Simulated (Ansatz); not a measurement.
**BMe2(dmap) (C₇H₁₈BNO): the relaxed shape and its frontier levels**

Aim: characterise BMe2(dmap) (C₇H₁₈BNO) as a singlet: its structure, frontier levels and distribution of charge.

Program: Ansatz 0.2.0, Gaussian basis. Level of theory: RKS PBE0-D4/def2-TZVP. These are calculated values, not measurements.

Plan: relaxation at PBE-D4/def2-SVP; a single point at PBE0-D4/def2-TZVP.

2 further runs of the same task are left out: 2 set aside as unsound or not needed. Runs told in other sessions of the task aren't counted.

## 1. The starting structure

28 atoms, charge 0, spin multiplicity 1.

Atoms are counted from 1 here; the program's logs count them from 0.

Bond lengths: B1–C2 1.630 Å, B1–C6 1.618 Å, B1–O10 1.457 Å, B1–N14 1.750 Å, C2–H3 1.089 Å, C2–H4 1.088 Å, C2–H5 1.089 Å, C6–H7 1.087 Å, C6–H8 1.090 Å, C6–H9 1.087 Å, O10–C11 1.390 Å, C11–C12 1.532 Å, C11–C13 1.552 Å, C11–H17 1.104 Å, C12–H18 1.086 Å, C12–H19 1.088 Å, C12–H20 1.086 Å, C13–N14 1.465 Å and more. Angles: C2–B1–C6 112.1°, C2–B1–O10 117.2°, C2–B1–N14 107.3°, C6–B1–O10 112.4°, C6–B1–N14 110.6°, O10–B1–N14 95.9°, B1–C2–H3 115.6°, B1–C2–H4 108.4°, B1–C2–H5 111.9°, H3–C2–H4 106.4°, H3–C2–H5 107.5°, H4–C2–H5 106.5°, B1–C6–H7 113.4°, B1–C6–H8 112.5°, B1–C6–H9 109.4°, H7–C6–H8 108.1°, H7–C6–H9 106.6°, H8–C6–H9 106.5° and more.

The start is a GFN2-xTB geometry.

## 2. Optimising with PBE-D4/def2-SVP

Contents of in.yaml:

```yaml
crystal:
  periodic: [false, false, false]
  atoms:
    - {symbol: B, position_ang: [0.843450, 0.497980, 0.305260]}
    - {symbol: C, position_ang: [0.387500, 0.841710, 1.831620]}
    - {symbol: H, position_ang: [-0.681570, 0.778320, 2.029910]}
    - {symbol: H, position_ang: [0.680770, 1.865260, 2.054680]}
    - {symbol: H, position_ang: [0.893380, 0.209120, 2.558870]}
    - {symbol: C, position_ang: [2.442450, 0.288040, 0.179680]}
    - {symbol: H, position_ang: [2.791100, 0.237670, -0.848500]}
    - {symbol: H, position_ang: [2.786750, -0.606530, 0.697730]}
    - {symbol: H, position_ang: [2.954930, 1.128320, 0.640110]}
    - {symbol: O, position_ang: [0.309630, 1.342050, -0.754980]}
    - {symbol: C, position_ang: [-1.012950, 1.047110, -1.063000]}
    - {symbol: C, position_ang: [-2.002120, 2.079700, -0.513660]}
    - {symbol: C, position_ang: [-1.309990, -0.371720, -0.507360]}
    - {symbol: N, position_ang: [-0.007150, -0.953810, -0.176860]}
    - {symbol: C, position_ang: [-0.099430, -1.993350, 0.836540]}
    - {symbol: C, position_ang: [0.612570, -1.497300, -1.382190]}
    - {symbol: H, position_ang: [-1.105130, 1.044670, -2.163420]}
    - {symbol: H, position_ang: [-1.770820, 3.055330, -0.931470]}
    - {symbol: H, position_ang: [-3.020780, 1.808370, -0.783410]}
    - {symbol: H, position_ang: [-1.915040, 2.143100, 0.566900]}
    - {symbol: H, position_ang: [-1.899800, -0.289470, 0.405460]}
    - {symbol: H, position_ang: [-1.855820, -0.990680, -1.224770]}
    - {symbol: H, position_ang: [-0.678890, -2.847040, 0.472170]}
    - {symbol: H, position_ang: [-0.570120, -1.599480, 1.732990]}
    - {symbol: H, position_ang: [0.903370, -2.328650, 1.094570]}
    - {symbol: H, position_ang: [0.745700, -0.695540, -2.103510]}
    - {symbol: H, position_ang: [1.588180, -1.908290, -1.135900]}
    - {symbol: H, position_ang: [-0.010170, -2.284870, -1.817470]}
basis:
  gaussian: {orbitals: def2-SVP}
hamiltonian: {xc: pbe, dispersion: d4}
scf: {lower_state_search: "off"}
output: {orbitals: {seedname: orbitals}}
relax: {f_tol: 0.03, max_steps: 70}
```

On the command line:

```
ansatz run in.yaml --threads 4 --pin off --events-out ev --progress --plain --max-ram 6963MiB
```

The runs that follow: Single point, PBE0-D4/def2-TZVP.

Before running them: what should the planned runs give, taken together? Wanted: point group; commonest bond, hydrogen aside; HOMO, LUMO at PBE0-D4/def2-TZVP; dipole at PBE-D4/def2-SVP.

**Answer**, as computed:

| quantity | value |
| --- | --- |
| point group | C1 |
| commonest bond, hydrogen aside | C–N, 3 of mean length 1.482 Å |
| HOMO, LUMO at PBE0-D4/def2-TZVP | -6.42, 0.70 eV |
| dipole at PBE-D4/def2-SVP | 4.71 D |

What this shows: The molecule keeps its bonding pattern by the stored test; the atoms moved 0.07 Å (rms). No usable vibrations, so a minimum isn't proven. The HOMO lies nearest to O10 47 %; C2 13 % and the LUMO to H22, H23, H28 about 13 % each; H25, H27 about 8 % each. The point group is read from a loosely relaxed geometry; soft torsions can leave it below the true symmetry.
